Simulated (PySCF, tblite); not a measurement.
**BrGaH2O2, a small molecule taken as a stand-in for a surface group (gallium hydroxide): NMR shifts, core binding energies and electronic excitations**

Aim: the NMR shifts, core binding energies and electronic excitations of `[OH][Ga]([OH])[Br]`.

Computed with tblite 0.8.0 and PySCF 2.14.0; each step states its level. No surroundings beyond the atoms listed, unless a continuum is named. Atoms count from 0, parts from 1.

### 1 Starting point

6 atoms, charge 0, multiplicity 1; geometry: distance geometry start.

### 2 Relaxing the cluster with GFN2-xTB

The job: settings as JSON, then the geometry in Å.

```
{"job": {"kind": "relax", "xc": "GFN2-xTB", "basis": "xTB"}, "charge": 0, "multiplicity": 1}
O      2.216106    -0.091579     0.242631
Ga     0.454423    -0.757501    -0.127528
O     -0.528517     0.202877    -1.399011
Br     0.228948    -3.168896    -0.173395
H      2.391243     0.733162     0.719105
H     -1.092540     0.947131    -1.227115
```

With the program's defaults for keys left out, this is: GFN2-xTB geometry optimisation, gas phase.

Started as:

```sh
OMP_NUM_THREADS=1 python cluster_run.py task.json out
```

The driver reads the jobs from task.json and runs them one after another.

Output:

```text
step      E/eV     max force
  0    -395.61491    1.559
  1    -395.72713    1.369
  2    -396.08833    1.838
  3    -396.13619    0.777
  4    -396.15307    0.440
  5    -396.15860    0.361
  6    -396.17622    0.514
  7    -396.18481    0.573
  8    -396.20115    0.420
  9    -396.20577    0.168
 10    -396.20740    0.118
 11    -396.20897    0.186
 12    -396.21378    0.343
 13    -396.22029    0.394
 14    -396.22533    0.259
 15    -396.22778    0.164
 16    -396.22918    0.210
 17    -396.23134    0.276
 18    -396.23616    0.338
 19    -396.24216    0.302
 20    -396.24439    0.146
 21    -396.24529    0.195
 22    -396.24602    0.124
 23    -396.24674    0.084
 24    -396.24752    0.051
 25    -396.24781    0.076
 26    -396.24824    0.083
 27    -396.24877    0.103
 28    -396.24946    0.080
 29    -396.25003    0.116
 30    -396.25039    0.036
 31    -396.25056    0.044
 32    -396.25063    0.050
 33    -396.25094    0.066
 34    -396.25144    0.081
 35    -396.25221    0.107
 36    -396.25277    0.098
 37    -396.25307    0.027
 38    -396.25310    0.030
 39    -396.25311    0.007
```

Run time: 0.32 s. Hardware: 1 thread of Arm Neoverse V1, shared host.

Step by step: (not every step is listed)

```tsv
step	energy from step 0 (eV)	largest force (eV/Å)
0	0.0000	1.5590
1	-0.1122	1.3690
2	-0.4734	1.8380
3	-0.5213	0.7765
4	-0.5382	0.4397
5	-0.5437	0.3607
6	-0.5613	0.5132
7	-0.5699	0.5730
8	-0.5862	0.4200
10	-0.5925	0.1175
12	-0.5989	0.3425
14	-0.6104	0.2591
16	-0.6143	0.2096
18	-0.6212	0.3380
20	-0.6295	0.1457
22	-0.6311	0.1236
24	-0.6326	0.0514
26	-0.6333	0.0840
28	-0.6345	0.0796
30	-0.6355	0.0367
32	-0.6357	0.0506
34	-0.6365	0.0810
35	-0.6373	0.1068
36	-0.6379	0.0983
37	-0.6382	0.0262
38	-0.6382	0.0308
39	-0.6382	0.0061
```

Close pairs (by a distance rule), those that changed most:

```tsv
bond	before (Å)	after (Å)	change (Å)
Ga1–Br3	2.422	2.236	-0.186
O0–Ga1	1.919	1.734	-0.186
Ga1–O2	1.872	1.734	-0.138
O0–H4	0.968	0.955	-0.014
O2–H5	0.950	0.955	+0.005
```

### 3 Optimising the geometry at PBE0-D3(BJ)/def2-SVP

The job: settings as JSON, then the geometry in Å.

```
{"job": {"xc": "PBE0", "basis": "def2-SVP", "d3": "d3bj", "grid": 2, "kind": "geom", "shake": 0.01}, "charge": 0, "multiplicity": 1}
O      1.403564     0.169908     0.764115
Ga    -0.054691    -0.446206     0.016815
O     -1.334294     0.427424    -0.793666
Br    -0.261094    -2.660361     0.107905
H      1.651318     1.101872     0.817247
H     -1.383762     1.375356    -0.935506
```

Output:

```text
step   0  E = -4649.38693490  max force = 0.012298
step   1  E = -4649.38959346  max force = 0.006519
step   2  E = -4649.38981554  max force = 0.001960
step   3  E = -4649.38987136  max force = 0.001177
step   4  E = -4649.38988248  max force = 0.000652
step   5  E = -4649.38988326  max force = 0.000112
optimisation converged
```

Wall time 35 s (1 thread of Arm Neoverse V1, shared host); peak memory 0.49 GiB.

Along the way:

```tsv
step	energy from step 0 (eV)	largest force component (eV/Å)
0	0.0000	0.6324
1	-0.0723	0.3352
2	-0.0784	0.1008
3	-0.0799	0.0605
4	-0.0802	0.0335
5	-0.0802	0.0058
```

Distances of close pairs at the start and the end, largest changes first:

```tsv
bond	before (Å)	after (Å)	change (Å)
Ga1–Br3	2.226	2.257	+0.032
Ga1–O2	1.749	1.774	+0.025
O0–Ga1	1.751	1.774	+0.024
O0–H4	0.966	0.963	-0.003
O2–H5	0.960	0.963	+0.003
```

The final coordinates are the input of the step that follows.

```tsv
at the end point	value
point group (found at 0.08 Å tolerance)	C2v
rotational constants (GHz, main isotopes)	6.047, 1.631, 1.285
dipole moment (D)	3.31
```

### 4 NMR shieldings: PBE0/pcSseg-2

The job: settings as JSON, then the geometry in Å.

```
{"job": {"kind": "nmr", "xc": "PBE0", "basis": "pcSseg-2"}, "charge": 0, "multiplicity": 1}
O      1.401173     0.213326     0.755344
Ga    -0.046721    -0.497272     0.016074
O     -1.324811     0.433764    -0.788247
Br    -0.281584    -2.740851     0.101727
H      1.457380     1.173041     0.703823
H     -1.184393     1.385939    -0.811844
```

With the program's defaults for keys left out, this is: GIAO PBE0/pcSseg-2 NMR shielding, non-relativistic, gas phase.

Output:

```text
coarse grid: 30056 points
cycle   1  E = -4649.9302322056  dE = -1.373e+00  |g| = 1.803e+00  |ddm| = 2.078e+00
cycle   2  E = -4649.2540854236  dE =  6.761e-01  |g| = 2.651e+00  |ddm| = 1.566e+00
cycle   3  E = -4650.2005172799  dE = -9.464e-01  |g| = 3.934e-01  |ddm| = 1.184e+00
cycle   4  E = -4650.2243522008  dE = -2.383e-02  |g| = 1.095e-01  |ddm| = 1.878e-01
cycle   5  E = -4650.2252518759  dE = -8.997e-04  |g| = 4.245e-02  |ddm| = 4.448e-02
cycle   6  E = -4650.2254330110  dE = -1.811e-04  |g| = 5.300e-03  |ddm| = 1.572e-02
cycle   7  E = -4650.2254347859  dE = -1.775e-06  |g| = 1.714e-03  |ddm| = 3.170e-03
final grid: 59528 points
cycle   8  E = -4650.2254304378  dE = -2.879e-08  |g| = 2.150e-03  |ddm| = 2.571e-03
cycle   9  E = -4650.2254301559  dE =  2.819e-07  |g| = 2.786e-03  |ddm| = 2.459e-03
cycle  10  E = -4650.2254309551  dE = -7.992e-07  |g| = 3.610e-04  |ddm| = 1.251e-03
cycle  11  E = -4650.2254309704  dE = -1.533e-08  |g| = 4.837e-05  |ddm| = 1.513e-04
cycle  12  E = -4650.2254309708  dE = -3.965e-10  |g| = 9.127e-06  |ddm| = 3.405e-05
converged SCF energy = -4650.2254309708

GIAO shielding tensors (ppm)
atom      isotropic    diamagn.    paramagn.     s11        s22        s33       span
  0 O      264.612     381.378    -116.766    197.710    277.018    319.107    121.397
  1 Ga    1430.787    2639.916   -1209.129   1173.989   1536.743   1581.628    407.640
  2 O      264.517     381.400    -116.883    197.678    276.835    319.039    121.361
  3 Br    2769.719    3123.620    -353.901   2585.277   2716.550   3007.330    422.053
  4 H       29.633      31.485      -1.852     21.311     23.319     44.268     22.957
  5 H       29.635      31.490      -1.856     21.310     23.313     44.281     22.971
```

Wall time 28 s (1 thread of Arm Neoverse V1, shared host); peak memory 0.91 GiB.

Shifts follow as δ = σ(reference) − σ, with reference shieldings (ppm) from runs at the same level and on the same kind of geometry: ¹H TMS 31.25, ¹⁷O H2O 328.2, ⁷¹Ga GaH4- 1718, ⁷⁹Br HBr 2592. The references are single molecules in the gas phase, so shifts against H2O, NH3, PH3, H3PO4 or CFCl3 are not on the usual liquid scales and can be off by tens of ppm. Shifts against hydride references such as AlH4− lie on their own scale. Atoms listed in one row are averaged.

```tsv
atoms	environment	σ (ppm)	δ (ppm)
H4, H5	hydrogen on an oxygen bonded to Ga	29.63	1.61
O0, O2	oxygen bonded to Ga, H	264.6	63.6
Ga1	Ga bonded to Br, 2 O	1431	287
Br3	bromine bonded to Ga	2770	-178
```

The run also stored atomic charges by several schemes (e):

```tsv
atoms	Mulliken	IAO	Hirshfeld	ESP fit
O0, O2	-0.54	-0.77	-0.37	-0.74
Ga1	0.98	1.03	0.58	0.86
Br3	-0.30	-0.23	-0.14	-0.19
```

Mayer bond orders: O0–Ga1 1.02, Ga1–O2 1.02, Ga1–Br3 1.07.

### 5 X-ray photoelectron lines: SCAN, X2C

Same as in step 4 but for these lines:

```diff
@@ -1,2 +1,2 @@
-{"job": {"kind": "nmr", "xc": "PBE0", "basis": "pcSseg-2"}, "charge": 0, "multiplicity": 1}
+{"job": {"kind": "xps", "holes": 5}, "charge": 0, "multiplicity": 1}
 O      1.401173     0.213326     0.755344
```

Level: delta-SCF UKS SCAN, pcX-2 on the ionised atom, pcseg-1 elsewhere, spin-free X2C.

Output:

```text
ground state, core basis on atom 0 (O), 123 functions
  cycle   1  E = -4689.92607011  |g| = 1.13e+00
  cycle   2  E = -4688.91015458  |g| = 2.43e+00
  cycle   3  E = -4690.14751253  |g| = 2.82e-01
  cycle   4  E = -4690.15731759  |g| = 2.15e-01
  cycle   5  E = -4690.16596161  |g| = 4.99e-02
  cycle   6  E = -4690.16652407  |g| = 1.44e-02
  cycle   7  E = -4690.16658270  |g| = 5.45e-03
  cycle   8  E = -4690.16659199  |g| = 7.73e-04
  cycle   9  E = -4690.16659165  |g| = 1.03e-04
  E(ground) = -4690.57111592 Eh
hole in O 1s of atom 0
  cycle   1  E = -4669.54952696  |g| = 2.22e+00
  cycle   2  E = -4667.38163471  |g| = 2.65e+00
  cycle   3  E = -4670.04775831  |g| = 7.45e-01
  cycle   4  E = -4670.22703886  |g| = 5.70e-01
  cycle   5  E = -4670.34130281  |g| = 2.89e-01
  cycle   6  E = -4670.37332925  |g| = 1.06e-01
  cycle   7  E = -4670.37934989  |g| = 2.21e-02
  cycle   8  E = -4670.37970735  |g| = 3.27e-03
  cycle   9  E = -4670.37971060  |g| = 9.46e-04
  cycle  10  E = -4670.37971203  |g| = 2.56e-04
  E(ion) = -4670.78500093 Eh   <S^2> = 0.7629   hole on atom = 1.000   binding energy = 538.408 eV
```

It took 4.6 s on 1 thread of Arm Neoverse V1, shared host; peak memory 0.52 GiB.

Binding energies by hole, beside the orbital energy of the ground state; the difference holds orbital relaxation and, for a density functional, its self-interaction error:

```tsv
hole	stands for	environment	ΔSCF (eV)	−ε (eV)	⟨S²⟩
O1s on O0	O0, O2	oxygen bonded to Ga, H	538.41	517.0	0.763
```

Each hole run stands for the others of its class of like atoms.

### 6 TDDFT and polarisability: CAM-B3LYP/def2-SVPD

Same as in step 5 but for these lines:

```diff
@@ -1,2 +1,2 @@
-{"job": {"kind": "xps", "holes": 5}, "charge": 0, "multiplicity": 1}
+{"job": {"kind": "uv", "xc": "CAM-B3LYP", "basis": "def2-SVPD", "nstates": 6, "ntriplets": 2, "ip": true}, "charge": 0, "multiplicity": 1}
 O      1.401173     0.213326     0.755344
```

With the program's defaults for keys left out, this is: TDDFT CAM-B3LYP/def2-SVPD, vertical, gas phase, core orbitals frozen in the response.

Output:

```text
coarse grid: 30056 points
cycle   1  E = -4650.1037575260  dE = -1.216e+00  |g| = 1.092e+00  |ddm| = 3.264e+00
cycle   2  E = -4649.8646249329  dE =  2.391e-01  |g| = 1.613e+00  |ddm| = 3.412e+00
cycle   3  E = -4650.3176951578  dE = -4.531e-01  |g| = 7.578e-02  |ddm| = 1.958e+00
cycle   4  E = -4650.3187332007  dE = -1.038e-03  |g| = 4.125e-02  |ddm| = 1.284e-01
cycle   5  E = -4650.3189795985  dE = -2.464e-04  |g| = 7.625e-03  |ddm| = 3.450e-02
cycle   6  E = -4650.3189884922  dE = -8.894e-06  |g| = 1.238e-03  |ddm| = 1.298e-02
final grid: 59528 points
cycle   7  E = -4650.3189985701  dE = -3.578e-07  |g| = 1.153e-03  |ddm| = 4.023e-03
cycle   8  E = -4650.3189984827  dE =  8.743e-08  |g| = 1.421e-03  |ddm| = 2.811e-03
cycle   9  E = -4650.3189988550  dE = -3.723e-07  |g| = 1.817e-04  |ddm| = 1.598e-03
cycle  10  E = -4650.3189988612  dE = -6.161e-09  |g| = 2.940e-05  |ddm| = 1.867e-04
cycle  11  E = -4650.3189988616  dE = -3.984e-10  |g| = 1.142e-05  |ddm| = 7.679e-05
converged SCF energy = -4650.3189988616

Static polarisability (au): isotropic 55.126, principal 43.844 54.298 67.235

Singlet excitations
state   eV       nm        f      main configurations
  1   5.9993    206.7   0.02603   H->L 0.86, H->L+2 0.10
  2   6.0182    206.0   0.00672   H-1->L 0.87, H-1->L+2 0.09
  3   6.4061    193.5   0.00001   H-2->L 0.93
  4   6.9514    178.4   0.05772   H-3->L 0.81, H-2->L+1 0.14
  5   6.9681    177.9   0.00000   H->L+1 0.97
  6   7.2555    170.9   0.00935   H-1->L+1 0.80, H-5->L 0.14

Triplet excitations (Tamm-Dancoff, eV): 5.6148 5.6750
Vertical ionisation energy (delta-SCF) = 11.2895 eV
Vertical electron affinity (delta-SCF) = 0.1832 eV
```

It took 81 s on 1 thread of Arm Neoverse V1, shared host; peak memory 0.7 GiB.

The orbitals next to the gap, with their largest atomic shares:

```tsv
orbital	eV	atoms
HOMO−3	-11.22	O2 43 %, O0 43 %, Ga1 6 %
HOMO−2	-10.93	O2 44 %, O0 43 %, Ga1 7 %
HOMO−1	-10.12	Br3 85 %, Ga1 9 %
HOMO	-10.04	Br3 89 %, Ga1 8 %
LUMO	-0.85	Ga1 52 %, Br3 15 %, O0 12 %
LUMO+1	0.42	Ga1 48 %, Br3 22 %, O0 15 %
LUMO+2	0.94	Br3 30 %, Ga1 25 %, O2 14 %
```

With each of the 6 states as a Gaussian band of 0.4 eV half-width at 1/e, the curve within the window shown has maxima at 206 nm (ε 1,300), 178 nm (ε 2,600) L/(mol cm). Beyond the last state computed it falls off for lack of states. The curve at chosen wavelengths:

(nm, ε (L/mol/cm)): (164, 455), (167, 913), (169, 1310), (172, 1940), (174, 2289), (177, 2557), (180, 2443), (182, 2190), (185, 1685), (187, 1358), (190, 999), (193, 854), (195, 868), (198, 999), (200, 1117), (203, 1270), (206, 1334), (208, 1314), (211, 1195), (213, 1071), (216, 853), (219, 632), (221, 499), (224, 332), (226, 246), (229, 149)

Further results of this job:

```tsv
property	computed
dipole moment (D)	2.95
polarisability (Å³)	8.17
HOMO–LUMO gap (eV)	9.19
−ε(HOMO) (eV)	10.04
```

### 7 Outcome

| quantity | value |
| --- | --- |
| point group | C2v |
| rotational constants (main isotopes) | 6.05, 1.63, 1.28 GHz |
| ¹H shifts against TMS (PBE0/pcSseg-2, means over atoms taken as alike) | 1.61 ppm |
| ¹⁷O shifts against H2O (PBE0/pcSseg-2, means over atoms taken as alike) | 63.6 ppm |
| ⁷¹Ga shifts against GaH4- (PBE0/pcSseg-2) | 287 ppm |
| ⁷⁹Br shifts against HBr (PBE0/pcSseg-2) | -178 ppm |
| O1s binding energies, SCAN/pcX-2 | O0 538.41 eV |
| lowest singlet (CAM-B3LYP/def2-SVPD) | 6.00 eV (207 nm), f = 0.026 |
| brightest single state of those computed | state 4, 6.95 eV, f = 0.058 |
| lowest triplet | 5.61 eV |
| vertical ionisation energy (ΔSCF) | 11.29 eV |
| vertical electron affinity (ΔSCF) | 0.18 eV |

What this shows: Over 5 steps the energy fell by 0.080 eV; of the close pairs, Ga1–Br3 changed most, 2.226 to 2.257 Å (PBE0/def2-SVP). The lowest singlet, at 6.00 eV, is HOMO→LUMO 0.86, HOMO→LUMO+2 0.10 and is weak; of the 6 states computed, the strongest absorption comes from state 4 at 6.95 eV. The lowest triplet lies 0.38 eV below the lowest singlet (triplets in Tamm-Dancoff, singlets in full TDDFT). The orbital energy would give 10.04 eV for ionisation, ΔSCF gives 11.29 eV. Spin-orbit coupling is left out, which matters for shieldings and couplings at and beside the heavy atoms.
